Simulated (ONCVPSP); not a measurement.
**Fluorine: generating and testing an ONCV potential**

Aim: build the potential from the settings below, then test how well it stands in for the atom: other configurations, scattering, ghost states and the plane-wave cutoff that it needs.

Method: ONCVPSP 4.0.1.1 (patched build), LDA (Perdew-Wang 92), scalar-relativistic.

## (1) The design

Typed settings, in words:

| Quantity | Value |
| --- | --- |
| element | fluorine (F, Z = 9) |
| type | optimised norm-conserving Vanderbilt (ONCV) |
| frozen core | [He] |
| valence charge | 7 |
| reference configuration | 2s2 2p3.5 (charge +1.5) |
| partial waves | 2s: rc 0.55 bohr, ncon 4, nbas 9, qcut 14.6 1/bohr, 2 projectors, debl 3.1 Ha; 2p: rc 1.00 bohr, ncon 4, nbas 8, qcut 11.1 1/bohr, 1 projector |
| local potential | polynomial inside 0.40 bohr (lpopt 3, dvloc0 0 Ha) |
| core correction | not asked for |

## (2) The generation run

The input, F.dat:

```
# ATOM AND REFERENCE CONFIGURATION
# atsym  z   nc   nv     iexc    psfile
  F 9.00    1    2  -001012      upf
#
#   n    l    f
    1    0    2.00
    2    0    2.00
    2    1    3.50
#
# PSEUDOPOTENTIAL AND OPTIMIZATION
# lmax
    1
#
#   l,   rc,      ep,       ncon, nbas, qcut
    0    0.55    0.00    4    9   14.60
    1    1.00    0.00    4    8   11.10
#
# LOCAL POTENTIAL
# lloc, lpopt,  rc(5),   dvloc0
    4    3    0.40    0.00
#
# VANDERBILT-KLEINMAN-BYLANDER PROJECTORs
# l, nproj, debl
    0    2    3.10
    1    1    1.30
#
# MODEL CORE CHARGE
# icmod, fcfact, rcfact
    0    0.00    0.00
#
# LOG DERIVATIVE ANALYSIS
# epsh1, epsh2, depsh
   -4.00    5.00    0.02
#
# OUTPUT GRID
# rlmax, drl
    6.00    0.01
#
# TEST CONFIGURATIONS
# ncnf
    4
# nvcnf
#   n    l    f
    2
    2    0    2.00
    2    1    5.00
#
    2
    2    0    2.00
    2    1    4.00
#
    2
    2    0    2.00
    2    1    3.00
#
    2
    2    0    1.00
    2    1    6.00
#
```

The run is started by

```bash
oncvpsp.x < F.dat > F.out
```

Output in F.out (without the consistency checks and plot data):

```text
ONCVPSP  (Optimized Norm-Conservinng Vanderbilt PSeudopotential)
scalar-relativistic version 4.0.1.1, modified

#   n    l    f        energy (Ha)
    1    0    2.00    -2.5433210E+01
    2    0    2.00    -2.0945027E+00
    2    1    3.50    -1.4106298E+00

Reference configufation results
  iterations    23
  all-electron total energy (Ha)   -9.78573193D+01

Begin loop to  construct optimized pseudo wave functions
and semi-local pseudopoentials for all angular momenta

   Wellstate for l =  0  n =  4
     eigenvalue =   1.0055
     asymptotic potential =   1.5055
     half-point radius =  3.1331

Calculating optimized projector #   1

 for l=   0

    Fraction of norm inside rc  0.145685
    Optimizing pswf for qcut=  14.59 a_B^-1,  ecut= 106.39 Ha
    Residual kinetic energy error=  5.85D-04 Ha

    Energy error per electron        Cutoff
         Ha          eV             Ha
         0.01000     0.27211       38.41
         0.00100     0.02721       86.02
         0.00010     0.00272      677.67
         0.00001     0.00027      830.31

Calculating optimized projector #   2

 for l=   0

    Fraction of norm inside rc  0.016943
    Optimizing pswf for qcut=  14.59 a_B^-1,  ecut= 106.39 Ha
    Residual kinetic energy error=  2.78D-04 Ha

    Energy error per electron        Cutoff
         Ha          eV             Ha
         0.01000     0.27211       34.37
         0.00100     0.02721       69.08
         0.00010     0.00272      282.75
         0.00001     0.00027      989.24

Calculating optimized projector #   1

 for l=   1

    Fraction of norm inside rc  0.629007
    Optimizing pswf for qcut=  11.11 a_B^-1,  ecut=  61.72 Ha
    Residual kinetic energy error=  1.49D-04 Ha

    Energy error per electron        Cutoff
         Ha          eV             Ha
         0.01000     0.27211       42.39
         0.00100     0.02721       53.18
         0.00010     0.00272       70.51
         0.00001     0.00027      197.69

Construct Vanderbilt / Kleinmman-Bylander projectors

B matrix Hermiticity error, ll=   0
   1   2   -1.3341E-04

  Orthonormal projector coefficients -7.2780E+01  1.4345E+01

Pseudoatom total energy  -22.662106

Diagnostic tests using Vanderbilt-Kleinman-Bylander pseudopotentials
  1 or more projectors used as specified by nproj input data

   l    rcore       rmatch      e in        delta e   norm test  slope test

   0   0.5513508   0.5680910  -2.0945027   0.0000087   1.0000909   1.0000608
   0   0.5513508   0.5680910   1.0054973   0.0002253   1.0003702   1.0003702

   1   1.0028271   1.0332751  -1.4106298  -0.0000146   0.9999974   1.0000259

 Testing for bound ghosts
   n   l    E NL Schr. Eq   E Basis Diag.   E Cutoff

       0                      -18.843957   1138.00  WARNING - GHOST(-)
   1   0       -2.094494       -1.734851   1138.00

   2   1       -1.410644       -1.401753    220.45

 Testing for highly-localized positive-energy ghosts
       l    <radius>/rc     E Basis Diag.   E Cutoff

Test configuration 0

   n   l     f        eae           eps        diff
   1   0  2.0000  -25.43320986
   2   0  2.0000   -2.09450272   -2.09449404    8.68D-06
   2   1  3.5000   -1.41062984   -1.41064446   -1.46D-05

    Total energies and differences
      AE_ref= -9.78573193D+01  AE_tst= -9.78573193D+01  dif=  0.00D+00
      PS_ref= -2.26621058D+01  PS_tst= -2.26621058D+01  dif= -7.11D-15
      PSP excitation error=  7.11D-15

Test configuration 1

   n   l     f        eae           eps        diff
   1   0  2.0000  -24.21580463
   2   0  2.0000   -1.08958287   -1.08818816    1.39D-03
   2   1  5.0000   -0.41509348   -0.41534650   -2.53D-04

    Total energies and differences
      AE_ref= -9.78573193D+01  AE_tst= -9.91888721D+01  dif= -1.33D+00
      PS_ref= -2.26621058D+01  PS_tst= -2.39943488D+01  dif= -1.33D+00
      PSP excitation error=  6.90D-04

Test configuration 2

   n   l     f        eae           eps        diff
   1   0  2.0000  -24.97733168
   2   0  2.0000   -1.73003278   -1.72965854    3.74D-04
   2   1  4.0000   -1.04586209   -1.04636742   -5.05D-04

    Total energies and differences
      AE_ref= -9.78573193D+01  AE_tst= -9.84701333D+01  dif= -6.13D-01
      PS_ref= -2.26621058D+01  PS_tst= -2.32751086D+01  dif= -6.13D-01
      PSP excitation error=  1.89D-04

Test configuration 3

   n   l     f        eae           eps        diff
   1   0  2.0000  -25.93603064
   2   0  2.0000   -2.48476370   -2.48474152    2.22D-05
   2   1  3.0000   -1.80514109   -1.80379033    1.35D-03

    Total energies and differences
      AE_ref= -9.78573193D+01  AE_tst= -9.70546157D+01  dif=  8.03D-01
      PS_ref= -2.26621058D+01  PS_tst= -2.18596548D+01  dif=  8.02D-01
      PSP excitation error=  2.53D-04

Test configuration 4

   n   l     f        eae           eps        diff
   1   0  2.0000  -24.23519397
   2   0  1.0000   -1.10735892   -1.10460959    2.75D-03
   2   1  6.0000   -0.43007499   -0.43054172   -4.67D-04

    Total energies and differences
      AE_ref= -9.78573193D+01  AE_tst= -9.85129859D+01  dif= -6.56D-01
      PS_ref= -2.26621058D+01  PS_tst= -2.33208901D+01  dif= -6.59D-01
      PSP excitation error=  3.12D-03
```

Run time: 3.3 s. Hardware: 1 thread of Neoverse-N1, shared host.

All-electron and pseudo partial waves u(r) = r·R(r), from the program's wave files:

```tsv
r (bohr)	2s AE	2s PS	2p AE	2p PS
0.050	-0.4050	0.0560	0.0487	0.0212
0.100	-0.4760	0.1146	0.1574	0.0828
0.150	-0.3727	0.1815	0.2893	0.1787
0.200	-0.1873	0.2587	0.4237	0.2997
0.250	0.0271	0.3451	0.5493	0.4348
0.300	0.2398	0.4424	0.6600	0.5720
0.350	0.4345	0.5481	0.7537	0.7007
0.400	0.6030	0.6541	0.8297	0.8123
0.450	0.7429	0.7569	0.8890	0.9020
0.500	0.8538	0.8550	0.9326	0.9670
0.550	0.9380	0.9379	0.9622	1.0079
0.600	0.9982	0.9981	0.9798	1.0272
0.650	1.0370	1.0369	0.9867	1.0283
0.700	1.0579	1.0578	0.9849	1.0161
0.750	1.0636	1.0635	0.9756	0.9955
0.800	1.0571	1.0570	0.9604	0.9706
0.850	1.0404	1.0404	0.9403	0.9442
0.900	1.0159	1.0158	0.9163	0.9172
0.950	0.9853	0.9853	0.8894	0.8895
1.000	0.9501	0.9500	0.8603	0.8603
1.050	0.9116	0.9116	0.8295	0.8295
1.100	0.8709	0.8709	0.7977	0.7977
1.150	0.8289	0.8289	0.7652	0.7652
1.200	0.7863	0.7863	0.7325	0.7325
1.250	0.7437	0.7436	0.6998	0.6998
1.300	0.7015	0.7015	0.6673	0.6673
```

## (3) Transferability, from the output's test configurations

Energies count from the reference configuration 2s2 2p3.5; the error is all-electron less pseudo.

| valence configuration | charge | ΔE all-electron (eV) | error AE − PS (meV) |
| --- | --- | --- | --- |
| 2s2 2p5 | 0 | -36.233 | +19 |
| 2s2 2p4 | +1 | -16.676 | +5.1 |
| 2s2 2p3 | +2 | 21.843 | +6.9 |
| 2s1 2p6 | 0 | -17.842 | +85 |

## (4) Logarithmic derivatives

Taken from the files of the generation run. The phase is arctan(r·R′/R) of the radial function R, unwrapped, with energies in Ha. A pole is an energy at which the radial function vanishes at the test radius. The pseudo phase is shifted by a multiple of π to meet the all-electron one at the reference energy. Levels narrower than the energy grid can be missing from the poles. The last column is the largest difference on the grid between −0.5 and +0.5 Ha.

| channel | radius (bohr) | reference (Ha) | poles AE | poles PS | window around the reference with phases within 0.05 rad (Ha) | largest difference near zero (rad) |
| --- | --- | --- | --- | --- | --- | --- |
| s | 0.56 | -2.09 | none | none | the whole range | 0.000 |
| p | 1.01 | -1.41 | 0.88 | 0.93 | below 3.8 | 0.004 |

Phases (rad) along the scan:

```tsv
E (Ha)	p AE	p PS	s AE	s PS
-3.98	0.662	0.667	0.135	0.135
-3.50	0.448	0.453	0.052	0.052
-3.02	0.133	0.138	-0.033	-0.033
-2.54	-0.271	-0.268	-0.120	-0.120
-2.06	-0.666	-0.664	-0.207	-0.207
-1.58	-0.965	-0.965	-0.292	-0.292
-1.10	-1.169	-1.169	-0.376	-0.376
-0.62	-1.312	-1.310	-0.456	-0.456
-0.14	-1.415	-1.413	-0.533	-0.533
0.34	-1.496	-1.493	-0.605	-0.605
0.82	-1.563	-1.558	-0.672	-0.672
1.30	-1.622	-1.614	-0.735	-0.735
1.78	-1.677	-1.665	-0.792	-0.792
2.26	-1.731	-1.715	-0.846	-0.846
2.74	-1.788	-1.765	-0.895	-0.895
3.22	-1.851	-1.819	-0.940	-0.940
3.70	-1.925	-1.879	-0.981	-0.981
4.18	-2.017	-1.949	-1.020	-1.019
4.66	-2.138	-2.036	-1.055	-1.054
```

## (5) Convergence and ghost test

Read off the output, the cutoffs (Ha) at which the residual kinetic energy of the hardest occupied pseudo-wave falls to 1 and 0.1 mHa per electron: 86 Ha and 678 Ha.

The program's own ghost test: GHOST(-) flagged for s at -512.8 eV; no localised positive-energy state flagged.

Cutoff (Ha) at which the first wave of each channel reaches a given error (Ha per electron):

```tsv
error	s	p
1.0e-02	38.4	42.4
3.2e-03	47.4	48.1
1.0e-03	86.0	53.2
3.2e-04	262.0	58.1
1.0e-04	677.7	70.5
3.2e-05	768.3	163.3
1.0e-05	830.3	197.7
```

## (6) Outcome

```
                                                quantity                 value
  cutoffs for 1 and 0.1 mHa per electron, occupied waves      86 Ha and 678 Ha
                                            bound ghosts       s at -512.77 eV
                                          GHOST(+) flags    none at low energy
                            largest test error (AE − PS)  +85 meV, for 2s1 2p6
largest phase difference near zero energy, channels read             0.004 rad
```

What this shows: It has a bound ghost (s), a state that the atom doesn't have, and that rules the file out. The worst unpolarised test, 2s1 2p6, is off by 85 meV on 17.8 eV; by total energies transferability rates as fair. By its cutoff, 86 Ha for the looser tolerance, it is very hard. The tighter tolerance needs 678 Ha, and converged work needs a cutoff nearer that. At the looser tolerance the 2s wave is the slowest; 2p needs 53 Ha. Near zero energy the phases of the channels with partial waves agree within 0.004 rad. These are tests on the free atom; a crystal test is still owed.
